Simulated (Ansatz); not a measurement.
Born–Oppenheimer molecular dynamics of a periodic cell of 17 atoms, In₁₆B (host In, host structure I4/mmm, interstitial B). It goes on from the last frame of an earlier run, with new velocities.

The calculation used DFT PBEsol, scalar-relativistic, plane waves, PAW (Ansatz 0.2.0). Settings: accuracy low, cutoff 420 eV, k mesh 2x2x1, fermi-dirac smearing 0.15 eV, no spin polarisation.

* ensemble: NVT, Langevin thermostat
* time step: 1.5 fs
* steps asked: 300
* set temperature: 1680 K
* friction: 0.005 /fs
* seed: 834699

Frames 7.5 fs apart, positions in Å, forces in eV/Å.

Velocities at 195.0 fs (Å/ps):

```
In 5.24 1.00 -0.63
In -0.61 5.18 0.67
In 2.77 1.69 0.80
In 1.46 0.10 2.57
In -5.27 -2.75 5.22
In 6.49 -0.48 1.46
In 2.67 -4.12 5.39
In -0.39 -4.21 -5.29
In -4.16 8.23 -0.50
In 3.10 0.46 1.75
In -0.58 -1.45 1.57
In 2.95 -0.57 -6.71
In 2.14 3.55 -3.90
In 0.36 2.39 -1.29
In -1.65 1.42 -0.28
In -5.37 4.33 0.38
B 5.53 18.18 17.62
```

```xyz
17
Lattice="6.4300 0.0000 0.0000 0.0000 6.4300 0.0000 0.0000 0.0000 9.8640" Properties=species:S:1:pos:R:3:forces:R:3 time_fs=195.0 energy_less_start_eV=0.632 T=1612
In 0.358 0.637 0.176 -0.80 -1.27 0.17
In 3.109 0.485 -0.366 1.22 -0.64 0.99
In 0.077 3.189 0.788 0.32 1.06 -0.65
In 0.278 0.583 4.630 -1.39 -0.31 0.20
In 2.298 1.741 2.466 -0.55 0.37 -0.38
In 3.280 3.557 0.070 -0.23 0.48 -0.29
In 2.906 0.185 4.961 1.78 -0.27 0.68
In 4.880 0.544 2.520 0.06 -0.57 -0.59
In 0.139 3.479 4.886 0.32 0.41 -0.36
In 1.920 4.959 2.851 -0.21 -0.29 0.54
In 1.572 1.315 7.313 -0.38 0.47 -0.35
In 3.627 3.112 5.125 -0.43 -0.59 -0.06
In 4.635 3.741 2.607 0.00 0.66 0.26
In 5.077 1.861 7.482 -0.13 -0.16 0.13
In 0.516 4.732 7.573 0.07 0.05 0.49
In 3.700 4.806 7.300 0.13 0.55 0.36
B 1.446 5.114 0.707 0.22 0.05 -1.15
17
Lattice="6.4300 0.0000 0.0000 0.0000 6.4300 0.0000 0.0000 0.0000 9.8640" Properties=species:S:1:pos:R:3:forces:R:3 time_fs=202.5 energy_less_start_eV=0.796 T=1612
In 0.391 0.639 0.174 -1.24 -0.81 0.03
In 3.111 0.527 -0.366 1.43 -0.67 1.01
In 0.101 3.199 0.797 0.64 1.24 -0.69
In 0.285 0.582 4.653 -1.48 -0.16 0.04
In 2.253 1.723 2.506 -0.36 0.43 -0.40
In 3.325 3.550 0.081 -0.42 0.61 -0.32
In 2.921 0.149 5.000 1.70 -0.15 0.49
In 4.871 0.508 2.476 0.10 -0.41 -0.43
In 0.109 3.539 4.883 0.41 0.28 -0.35
In 1.941 4.958 2.863 -0.10 -0.46 1.35
In 1.568 1.304 7.321 -0.43 0.55 -0.42
In 3.651 3.108 5.075 -0.49 -0.52 0.30
In 4.644 3.769 2.581 0.01 0.57 0.28
In 5.082 1.873 7.472 -0.17 -0.07 0.09
In 0.506 4.739 7.567 -0.01 0.01 0.51
In 3.659 4.845 7.300 0.22 0.20 0.33
B 1.512 5.260 0.816 0.20 -0.62 -1.83
17
Lattice="6.4300 0.0000 0.0000 0.0000 6.4300 0.0000 0.0000 0.0000 9.8640" Properties=species:S:1:pos:R:3:forces:R:3 time_fs=210.0 energy_less_start_eV=0.890 T=1424
In 0.418 0.636 0.175 -1.76 -0.19 -0.18
In 3.120 0.571 -0.362 1.59 -0.65 0.94
In 0.124 3.220 0.802 0.81 1.15 -0.76
In 0.292 0.570 4.674 -1.55 -0.03 -0.06
In 2.203 1.699 2.544 -0.19 0.45 -0.42
In 3.370 3.545 0.097 -0.54 0.69 -0.45
In 2.939 0.107 5.042 1.60 0.04 0.26
In 4.856 0.474 2.436 0.11 -0.25 -0.28
In 0.088 3.594 4.884 0.41 0.15 -0.33
In 1.954 4.951 2.885 -0.17 -0.52 1.06
In 1.566 1.312 7.325 -0.47 0.59 -0.43
In 3.661 3.090 5.028 -0.50 -0.49 0.60
In 4.657 3.784 2.568 0.02 0.52 0.32
In 5.080 1.878 7.457 -0.17 -0.02 0.06
In 0.496 4.742 7.560 -0.05 0.00 0.56
In 3.629 4.888 7.294 0.33 -0.14 0.43
B 1.570 5.369 0.830 0.54 -1.29 -1.33
17
Lattice="6.4300 0.0000 0.0000 0.0000 6.4300 0.0000 0.0000 0.0000 9.8640" Properties=species:S:1:pos:R:3:forces:R:3 time_fs=217.5 energy_less_start_eV=0.877 T=1310
In 0.434 0.636 0.179 -2.14 0.29 -0.28
In 3.134 0.614 -0.356 1.65 -0.63 0.83
In 0.153 3.244 0.804 0.84 1.00 -0.83
In 0.298 0.553 4.682 -1.51 0.08 -0.07
In 2.152 1.687 2.576 -0.02 0.41 -0.38
In 3.410 3.535 0.118 -0.60 0.77 -0.59
In 2.967 0.056 5.079 1.39 0.36 -0.04
In 4.837 0.435 2.396 0.09 -0.10 -0.18
In 0.083 3.648 4.882 0.34 0.00 -0.28
In 1.954 4.938 2.904 -0.27 -0.31 0.17
In 1.559 1.325 7.334 -0.45 0.59 -0.49
In 3.659 3.078 4.989 -0.46 -0.57 0.79
In 4.677 3.800 2.568 0.04 0.45 0.31
In 5.080 1.885 7.431 -0.19 0.01 0.06
In 0.488 4.745 7.556 -0.07 0.03 0.61
In 3.598 4.922 7.281 0.45 -0.45 0.73
B 1.605 5.404 0.761 0.91 -1.93 -0.35
17
Lattice="6.4300 0.0000 0.0000 0.0000 6.4300 0.0000 0.0000 0.0000 9.8640" Properties=species:S:1:pos:R:3:forces:R:3 time_fs=225.0 energy_less_start_eV=0.715 T=1694
In 0.444 0.635 0.185 -1.87 0.18 -0.13
In 3.167 0.644 -0.348 1.48 -0.60 0.79
In 0.185 3.277 0.805 0.82 0.72 -0.93
In 0.298 0.534 4.690 -1.39 0.11 -0.03
In 2.102 1.680 2.619 0.17 0.36 -0.40
In 3.449 3.536 0.127 -0.61 0.78 -0.67
In 3.014 0.012 5.110 1.09 0.72 -0.47
In 4.825 0.387 2.362 0.03 0.12 -0.12
In 0.089 3.687 4.886 0.21 -0.14 -0.23
In 1.945 4.924 2.922 -0.23 -0.09 -0.42
In 1.553 1.329 7.337 -0.39 0.58 -0.48
In 3.650 3.057 4.957 -0.38 -0.62 0.84
In 4.708 3.832 2.571 -0.02 0.32 0.35
In 5.077 1.888 7.396 -0.18 0.00 0.07
In 0.482 4.757 7.545 -0.09 0.06 0.69
In 3.566 4.951 7.268 0.57 -0.77 1.11
B 1.635 5.340 0.663 0.80 -1.72 0.02
17
Lattice="6.4300 0.0000 0.0000 0.0000 6.4300 0.0000 0.0000 0.0000 9.8640" Properties=species:S:1:pos:R:3:forces:R:3 time_fs=232.5 energy_less_start_eV=0.557 T=1807
In 0.454 0.641 0.192 -1.22 -0.52 0.07
In 3.207 0.678 -0.331 1.21 -0.62 0.74
In 0.218 3.313 0.807 0.65 0.41 -0.97
In 0.292 0.512 4.699 -1.25 0.14 0.03
In 2.048 1.680 2.658 0.34 0.27 -0.40
In 3.487 3.540 0.125 -0.49 0.67 -0.69
In 3.075 -0.023 5.141 0.79 1.07 -0.97
In 4.809 0.328 2.325 -0.01 0.40 -0.09
In 0.098 3.726 4.881 0.10 -0.31 -0.13
In 1.938 4.912 2.934 -0.12 0.09 -0.75
In 1.549 1.329 7.341 -0.33 0.57 -0.44
In 3.636 3.034 4.928 -0.29 -0.64 0.83
In 4.735 3.869 2.575 -0.07 0.08 0.36
In 5.071 1.888 7.359 -0.14 -0.03 0.09
In 0.466 4.775 7.533 -0.09 0.07 0.75
In 3.533 4.971 7.267 0.63 -1.06 1.50
B 1.708 5.205 0.558 0.30 -0.60 0.06
17
Lattice="6.4300 0.0000 0.0000 0.0000 6.4300 0.0000 0.0000 0.0000 9.8640" Properties=species:S:1:pos:R:3:forces:R:3 time_fs=240.0 energy_less_start_eV=0.627 T=1596
In 0.454 0.643 0.201 -0.70 -1.01 0.09
In 3.250 0.708 -0.310 0.89 -0.68 0.68
In 0.259 3.345 0.807 0.28 0.06 -0.93
In 0.283 0.482 4.712 -1.14 0.22 0.07
In 1.999 1.685 2.685 0.43 0.14 -0.37
In 3.515 3.541 0.103 -0.01 0.32 -0.61
In 3.134 -0.050 5.168 0.60 1.32 -1.36
In 4.791 0.269 2.291 -0.03 0.73 -0.03
In 0.109 3.766 4.873 -0.03 -0.50 0.08
In 1.923 4.902 2.948 0.07 0.23 -1.06
In 1.544 1.322 7.353 -0.30 0.59 -0.40
In 3.623 3.012 4.897 -0.22 -0.64 0.82
In 4.760 3.903 2.580 -0.12 -0.23 0.24
In 5.055 1.880 7.317 -0.06 -0.06 0.09
In 0.448 4.796 7.536 -0.11 0.04 0.77
In 3.501 4.980 7.282 0.64 -1.25 1.75
B 1.789 5.048 0.435 -0.18 0.72 0.17
17
Lattice="6.4300 0.0000 0.0000 0.0000 6.4300 0.0000 0.0000 0.0000 9.8640" Properties=species:S:1:pos:R:3:forces:R:3 time_fs=247.5 energy_less_start_eV=0.935 T=1511
In 0.446 0.638 0.210 -0.39 -1.11 0.01
In 3.284 0.731 -0.293 0.61 -0.74 0.57
In 0.304 3.378 0.805 -0.21 -0.36 -0.81
In 0.271 0.445 4.728 -1.05 0.31 0.06
In 1.954 1.695 2.715 0.44 0.01 -0.37
In 3.544 3.541 0.078 0.68 -0.15 -0.50
In 3.194 -0.079 5.191 0.49 1.48 -1.67
In 4.780 0.221 2.256 -0.07 1.06 0.03
In 0.129 3.805 4.862 -0.18 -0.69 0.34
In 1.910 4.898 2.959 0.30 0.36 -1.25
In 1.532 1.316 7.355 -0.20 0.60 -0.31
In 3.610 2.984 4.865 -0.14 -0.62 0.82
In 4.790 3.933 2.589 -0.17 -0.57 0.11
In 5.049 1.870 7.276 -0.04 -0.05 0.11
In 0.437 4.815 7.546 -0.15 -0.04 0.75
In 3.472 4.982 7.305 0.63 -1.38 1.91
B 1.851 4.917 0.357 -0.52 1.90 0.21
17
Lattice="6.4300 0.0000 0.0000 0.0000 6.4300 0.0000 0.0000 0.0000 9.8640" Properties=species:S:1:pos:R:3:forces:R:3 time_fs=255.0 energy_less_start_eV=1.120 T=1609
In 0.444 0.622 0.214 -0.24 -0.94 -0.07
In 3.315 0.746 -0.275 0.40 -0.73 0.35
In 0.355 3.414 0.803 -0.68 -0.78 -0.70
In 0.254 0.411 4.761 -0.95 0.38 -0.10
In 1.907 1.714 2.736 0.39 -0.17 -0.31
In 3.576 3.540 0.041 0.89 -0.22 -0.24
In 3.248 -0.104 5.213 0.42 1.51 -1.84
In 4.774 0.187 2.217 -0.10 1.25 0.16
In 0.150 3.839 4.854 -0.32 -0.87 0.59
In 1.902 4.889 2.968 0.51 0.55 -1.34
In 1.515 1.318 7.345 -0.04 0.59 -0.14
In 3.595 2.958 4.836 -0.07 -0.61 0.86
In 4.818 3.946 2.608 -0.20 -0.79 -0.13
In 5.049 1.855 7.233 -0.09 -0.02 0.15
In 0.422 4.828 7.556 -0.18 -0.09 0.74
In 3.445 4.968 7.334 0.56 -1.36 1.88
B 1.872 4.884 0.307 -0.29 2.30 0.12
17
Lattice="6.4300 0.0000 0.0000 0.0000 6.4300 0.0000 0.0000 0.0000 9.8640" Properties=species:S:1:pos:R:3:forces:R:3 time_fs=262.5 energy_less_start_eV=1.137 T=1666
In 0.435 0.600 0.214 -0.14 -0.62 -0.14
In 3.350 0.769 -0.261 0.19 -0.75 0.15
In 0.412 3.455 0.799 -0.92 -1.10 -0.61
In 0.233 0.382 4.792 -0.83 0.46 -0.24
In 1.866 1.725 2.752 0.32 -0.29 -0.27
In 3.614 3.534 0.006 0.53 0.16 0.17
In 3.302 -0.123 5.232 0.37 1.35 -1.75
In 4.771 0.150 2.180 -0.14 1.42 0.28
In 0.170 3.873 4.837 -0.40 -1.05 0.98
In 1.890 4.890 2.976 0.77 0.75 -1.41
In 1.504 1.320 7.334 0.09 0.60 0.00
In 3.579 2.930 4.815 -0.06 -0.57 0.89
In 4.850 3.954 2.641 -0.26 -1.01 -0.44
In 5.049 1.835 7.184 -0.12 0.04 0.22
In 0.407 4.836 7.569 -0.21 -0.15 0.65
In 3.423 4.942 7.377 0.46 -1.16 1.56
B 1.857 4.950 0.255 0.34 1.94 -0.05
17
Lattice="6.4300 0.0000 0.0000 0.0000 6.4300 0.0000 0.0000 0.0000 9.8640" Properties=species:S:1:pos:R:3:forces:R:3 time_fs=270.0 energy_less_start_eV=1.140 T=1863
In 0.427 0.576 0.221 -0.23 -0.10 -0.20
In 3.381 0.796 -0.242 0.01 -0.79 -0.09
In 0.467 3.486 0.790 -0.69 -0.97 -0.65
In 0.206 0.356 4.813 -0.71 0.52 -0.35
In 1.817 1.727 2.772 0.26 -0.32 -0.23
In 3.648 3.526 -0.032 0.20 0.54 0.64
In 3.359 -0.134 5.241 0.31 1.06 -1.49
In 4.765 0.116 2.142 -0.17 1.54 0.42
In 0.191 3.900 4.823 -0.35 -1.21 1.37
In 1.884 4.899 2.974 0.96 0.88 -1.42
In 1.488 1.324 7.326 0.20 0.61 0.10
In 3.564 2.905 4.794 -0.11 -0.55 0.94
In 4.883 3.965 2.691 -0.30 -1.18 -0.84
In 5.040 1.807 7.136 -0.14 0.12 0.33
In 0.387 4.839 7.579 -0.21 -0.18 0.54
In 3.402 4.911 7.426 0.34 -0.81 1.00
B 1.838 5.096 0.194 0.64 0.84 -0.06
17
Lattice="6.4300 0.0000 0.0000 0.0000 6.4300 0.0000 0.0000 0.0000 9.8640" Properties=species:S:1:pos:R:3:forces:R:3 time_fs=277.5 energy_less_start_eV=1.355 T=1865
In 0.414 0.558 0.230 -0.68 0.58 -0.22
In 3.407 0.816 -0.226 -0.03 -0.68 -0.31
In 0.516 3.510 0.774 -0.21 -0.40 -0.91
In 0.169 0.330 4.839 -0.58 0.57 -0.49
In 1.761 1.723 2.789 0.22 -0.34 -0.14
In 3.687 3.515 -0.076 0.17 0.61 1.14
In 3.418 -0.135 5.255 0.20 0.70 -1.27
In 4.755 0.084 2.112 -0.21 1.60 0.53
In 0.207 3.922 4.817 -0.15 -1.33 1.77
In 1.882 4.899 2.955 1.11 0.99 -1.29
In 1.470 1.336 7.320 0.29 0.66 0.19
In 3.556 2.891 4.782 -0.21 -0.51 0.93
In 4.929 3.976 2.743 -0.42 -1.28 -1.24
In 5.025 1.781 7.097 -0.15 0.23 0.47
In 0.371 4.850 7.593 -0.25 -0.20 0.46
In 3.378 4.886 7.482 0.25 -0.37 0.33
B 1.880 5.303 0.122 0.65 -0.84 0.07
```

Of the whole run (450 fs, mean temperature of the second half 1844 K): A run of 0.45 ps of so small a system gives no equilibrium averages. Limits of this set-up: coarse k mesh, odd electron count without spin, low accuracy level.

Run time: 23 min on 2 threads of Arm Neoverse V2 (shared host), peak memory 1.1 GiB.
